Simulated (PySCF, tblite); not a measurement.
# C₃H₁₂GeSi₃: geometry, infrared bands and NMR shifts

Aim: predict the infrared bands and NMR shifts of C₃H₁₂GeSi₃ (`C#C[Si@H](C)[GeH2][SiH2][SiH3]`).

The runs use tblite 0.8.0 and PySCF 2.14.0, with density-fitted response routines of our own; the level of theory stands in each step. All values are computed, except where a source is named. Atoms count from 0, in the outputs and in this text.

## Step 1: Starting geometry

19 atoms, charge 0, multiplicity 1; geometry from: force field or distance geometry start.

Bonds of the start (Å): C0–C1 1.20, C1–Si2 1.82, Si2–C3 1.86, Si2–Ge4 2.30, Ge4–Si5 2.30, Si5–Si6 2.23, C0–H7 1.07, Si2–H8 1.47, C3–H9 1.12, C3–H10 1.11, C3–H11 1.12, Ge4–H12 1.55, Ge4–H13 1.55, Si5–H14 1.47, Si5–H15 1.48, Si6–H16 1.48, Si6–H17 1.46, Si6–H18 1.47.

## Step 2: Geometry optimisation with GFN2-xTB

What the job is given:

```
{"job": {"kind": "relax", "xc": "GFN2-xTB", "basis": "xTB"}, "charge": 0, "multiplicity": 1}
C     -0.902500     2.917300    -0.408700
C     -1.076700     1.769900    -0.721800
Si    -1.299000     0.020600    -1.162800
C     -2.241900    -0.843700     0.183800
Ge     0.755600    -0.980000    -1.427700
Si     1.724100    -1.264700     0.640100
Si     1.715100     0.683900     1.734500
H     -0.762700     3.938600    -0.135400
H     -2.060000    -0.060600    -2.422600
H     -1.673600    -0.777800     1.144600
H     -3.239200    -0.380400     0.320200
H     -2.373500    -1.922400    -0.076500
H      1.651500    -0.071200    -2.303400
H      0.582900    -2.362200    -2.113700
H      3.110300    -1.721200     0.478700
H      0.956100    -2.254200     1.420200
H      2.417800     0.530000     3.023800
H      2.383400     1.698200     0.922100
H      0.322500     1.089200     1.992100
```

Launch:

```bash
> OMP_NUM_THREADS=1 python probes_run.py task.json out
```

One launch serves the whole session: the jobs run in the order shown.

**Question.** This job is followed by: GFN2-xTB harmonic vibrations, gas phase; GIAO PBE0/pcSseg-1 NMR shielding, non-relativistic, gas phase. What will the session give for the following? strongest single infrared mode (GFN2-xTB); zero-point energy (GFN2-xTB); ¹³C shifts against TMS (PBE0/pcSseg-1); ¹H shifts against TMS (PBE0/pcSseg-1, means over atoms taken as alike); ²⁹Si shifts against TMS (PBE0/pcSseg-1); ⁷³Ge shifts against GeMe4 (PBE0/pcSseg-1); surface potential, 1st and 99th percentile.

**Answer**, as computed:

| quantity | value |
| --- | --- |
| strongest single infrared mode (GFN2-xTB) | 562 cm⁻¹, 619 km/mol |
| zero-point energy (GFN2-xTB) | 74.0 kcal/mol |
| ¹³C shifts against TMS (PBE0/pcSseg-1) | 106.9, 90.2, -1.6 ppm |
| ¹H shifts against TMS (PBE0/pcSseg-1, means over atoms taken as alike) | 4.78, 3.66, 3.63, 3.61, 3.38, 3.26, 2.08, 0.41 ppm |
| ²⁹Si shifts against TMS (PBE0/pcSseg-1) | -57.7, -114.6, -119.7 ppm |
| ⁷³Ge shifts against GeMe4 (PBE0/pcSseg-1) | -391 ppm |
| surface potential, 1st and 99th percentile | -0.77 V and 1.39 V |

Over 89 steps the energy fell by 0.353 eV; of the close pairs, Si5–Si6 changed most, 2.235 to 2.315 Å. All 51 modes are real, so the xTB geometry is a minimum. The strongest single mode, at 562 cm⁻¹, is carried by H8, H14, H12. Unscaled tight-binding wavenumbers are off by several per cent, some by more. Its intensities can rank the bands wrongly. At PBE0/pcSseg-1: The widest tensor belongs to C1: span 292 ppm, with a paramagnetic part of -166 ppm. By nearest atom (PBE0/pcSseg-1), the HOMO sits on C0 23 %; Ge4 18 % and the LUMO on Ge4 15 %; Si2, Si5 about 13 % each. Spin-orbit coupling is left out, which matters for shieldings and couplings at and beside the heavy atoms.
